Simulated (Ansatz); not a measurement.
Working through a single point of Lu3PbC (distorted cell)

With Ansatz's Python interface.

The cells in order, each with its output:

In [1]:
```python
import ansatz as az
import numpy as np
import pandas as pd

SETTINGS = {
    'functional': 'lda',
    'mesh': (4, 4, 4),
    'filling': 'methfessel_paxton',
    'mixing_beta': 0.6,
    'tolerance': 1e-05,
    'extra_bands': 12,
}
```

In [2]:
```python
xtal = (
    az.Lattice.of((4.7517, 0.0, 0.0), (0.0, 4.7517, 0.0), (0.0, 0.0, 4.7517))
    .atom('Lu', (0.49919, 0.99705, 0.99832))
    .atom('Lu', (0.00448, 0.49558, 0.99945))
    .atom('Lu', (0.99628, 0.00016, 0.49978))
    .atom('Pb', (0.49441, 0.50605, 0.49918))
    .atom('C', (0.99605, 0.99541, 0.00028))
)

xtal.resolved().tree()['lattice']
```
Out [2]:
```text
((4.7517, 0.0, 0.0), (0.0, 4.7517, 0.0), (0.0, 0.0, 4.7517))
```

In [3]:
```python
# settings of the run
model = (
    xtal.calculation()
    .functional(SETTINGS['functional'])
    .basis(35 * az.Ry)
    .kpoints(mesh=SETTINGS['mesh'], center='monkhorst-pack')
    .occupations(SETTINGS['filling'], width=100 * az.meV)
    .mixing('msr1', ndim=8, beta=SETTINGS['mixing_beta'])
    .scf(tolerance=SETTINGS['tolerance'], extra_bands=SETTINGS['extra_bands'])
    .potential()
    .forces()
)
session = model.session()
planned = session.plan(threads=1)
result = planned.execute()
summary = result.report
```
```text
DeckWarning: scf.convergence.dr2_threshold = 1e-5 eV is looser than this run's default, which is 1e-7 eV or tighter. The error in the forces grows as the threshold's square root, so leave the key out unless less accurate forces are enough
```

In [4]:
```python
summary['n_iterations'], summary['closed_by']
```
Out [4]:
```text
(6, 'deck_thresholds')
```

In [5]:
```python
for key in ('converged', 'n_iterations', 'n_electrons', 'n_kpoints', 'n_pw', 'n_symmetry_ops', 'free_energy_ev', 'fermi_energy_ev'):
    print(f'{key:18s} {summary[key]}')

v = result.potential()
line = v.v_es_ev.mean(axis=(0, 1))
print('planar mean of the electrostatic potential along the third grid axis (eV):')
np.round(line[:: max(len(line) // 12, 1)], 3)
```
```text
converged          True
n_iterations       6
n_electrons        93.0
n_kpoints          32
n_pw               2517
n_symmetry_ops     1
free_energy_ev     -55327.2865205202
fermi_energy_ev    15.231911255415563
planar mean of the electrostatic potential along the third grid axis (eV):
```
Out [5]:
```text
array([-3.648,  2.098, 11.015, 14.042, 10.846,  4.615,  2.048,  4.658,
       10.911, 14.001, 10.844,  1.921])
```

In [6]:
```python
# forces in eV per angstrom
table = pd.DataFrame(summary['forces_ev_ang'], columns=['fx', 'fy', 'fz'])
table.insert(0, 'atom', [site['symbol'] for site in summary['lattice']['sites']])
table.round(4)
```
Out [6]:
```text
  atom      fx      fy      fz
0   Lu -0.0311  0.0211  0.0355
1   Lu -0.1748  0.1071  0.0050
2   Lu  0.0462 -0.0627 -0.0183
3   Pb  0.0761 -0.1458  0.0036
4    C  0.0836  0.0802 -0.0257
```

The settings weren't tested for convergence. For a metal this k-point mesh is coarse: on a finer one energies can move by several to tens of meV an atom and pressures by half a GPa or more, differences at one mesh by less. An absolute Fermi energy rests on an arbitrary zero of the periodic potential and has no direct meaning. Spin-orbit coupling, which matters for elements this heavy, is left out. The cell is a database structure, distorted on purpose. Warnings are shown shortened and without file and line. Timing: 37 s on 1 thread of Arm Neoverse V2, on a shared host, peak memory 0.55 GiB.

(Lines on the test bed's own set-up are left out of the output.)
